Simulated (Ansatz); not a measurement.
**GaH₃OSi: taking an electron away**

One table from this session's results is given with a row withheld; the runs are named, their logs left out.

Method: unrestricted cation, the program's frozen cores in correlated methods; program: Ansatz 0.2.0, Gaussian basis.

Plan: UKS PBE-D4/def2-TZVPP; UKS r2SCAN-D4/def2-TZVPP; UKS PBE0-D4/def2-TZVPP; UKS B3LYP-D4/def2-TZVPP; UKS wB97X-V/def2-TZVPP; UKS wB97M-V/def2-TZVPP; UKS B2PLYP/def2-TZVPP; UHF-CCSD(T)/def2-TZVPP; UHF-MP2/def2-QZVPP; extrapolation to the limit; then −ε(HOMO) from the neutral's earlier runs with LDA (SPW92), PBE-D4, revPBE-D4, BLYP-D4, r2SCAN-D4, B97M-V, PBE0-D4, B3LYP-D4, r2SCANh-D4, r2SCAN0-D4, HSE06-D4, BHLYP-D4, CAM-B3LYP-D4, LC-ωPBE, ωB97X-V, ωB97M-V.

### The geometry

All runs share one geometry, relaxed beforehand with PBE0-D4 in a triple-zeta def2 set.

SMILES `[O]1[SiH2][GaH]1`, 6 atoms, charge 0, spin multiplicity 1.

Atoms are counted from 1 here; the program's logs count them from 0.

Bond lengths: O1–Si2 1.645 Å, O1–Ga3 1.911 Å, Si2–Ga3 2.271 Å, Si2–H4 1.488 Å, Si2–H5 1.488 Å, Ga3–H6 1.554 Å. Angles: Si2–O1–Ga3 79.0°, O1–Si2–Ga3 55.7°, O1–Si2–H4 117.7°, O1–Si2–H5 117.7°, Ga3–Si2–H4 123.6°, Ga3–Si2–H5 123.6°, H4–Si2–H5 108.6°, O1–Ga3–Si2 45.3°, O1–Ga3–H6 118.2°, Si2–Ga3–H6 163.5°.

The first run:

in.yaml

```yaml
crystal:
  periodic: [false, false, false]
  atoms:
    - {symbol: O, position_ang: [0.908562, -0.725676, -0.017317]}
    - {symbol: Si, position_ang: [-0.255783, 0.056784, -0.875694]}
    - {symbol: Ga, position_ang: [0.001524, 0.217528, 1.374985]}
    - {symbol: H, position_ang: [-1.307520, -0.769517, -1.527943]}
    - {symbol: H, position_ang: [0.179961, 1.110133, -1.832218]}
    - {symbol: H, position_ang: [0.515357, 0.046748, 2.831986]}
basis:
  gaussian: {orbitals: def2-TZVPP}
total_charge: 1
magnetization: {spin_polarized: true, initial_magnetization: 1}
hamiltonian: {xc: pbe, dispersion: d4}
```

The run is started by

```bash
> ansatz run in.yaml --threads 2 --pin off --events-out ev --progress --plain --max-ram 4352MiB
```

Steps of the session up to this table: Cation, UKS PBE-D4/def2-TZVPP; Cation, UKS r2SCAN-D4/def2-TZVPP; Cation, UKS PBE0-D4/def2-TZVPP; Cation, UKS B3LYP-D4/def2-TZVPP; Cation, UKS wB97X-V/def2-TZVPP; Cation, UKS wB97M-V/def2-TZVPP; Cation, UKS B2PLYP (frozen core)/def2-TZVPP; Cation, UHF-CCSD(T)/def2-TZVPP; Cation, UHF-MP2/def2-QZVPP.

One table of the session follows, with a row left open; its other results are not shown here.

Orbital estimates, from the neutral's runs:

```
  functional  −ε(HOMO) (eV)
 LDA (SPW92)           5.63
      PBE-D4              ?
   revPBE-D4           5.41
     BLYP-D4           5.35
   r2SCAN-D4           5.69
      B97M-V           5.72
     PBE0-D4           6.49
    B3LYP-D4           6.33
  r2SCANh-D4           6.07
  r2SCAN0-D4           6.64
    HSE06-D4           6.10
    BHLYP-D4           7.41
CAM-B3LYP-D4           7.72
     LC-ωPBE           8.93
     ωB97X-V           8.63
     ωB97M-V           8.51
```

**Question.** Estimate the row for PBE-D4.

As computed: −ε(HOMO) (eV): 5.47. In the column «−ε(HOMO) (eV)» it lies between revPBE-D4 (5.41) and LDA (SPW92) (5.63).
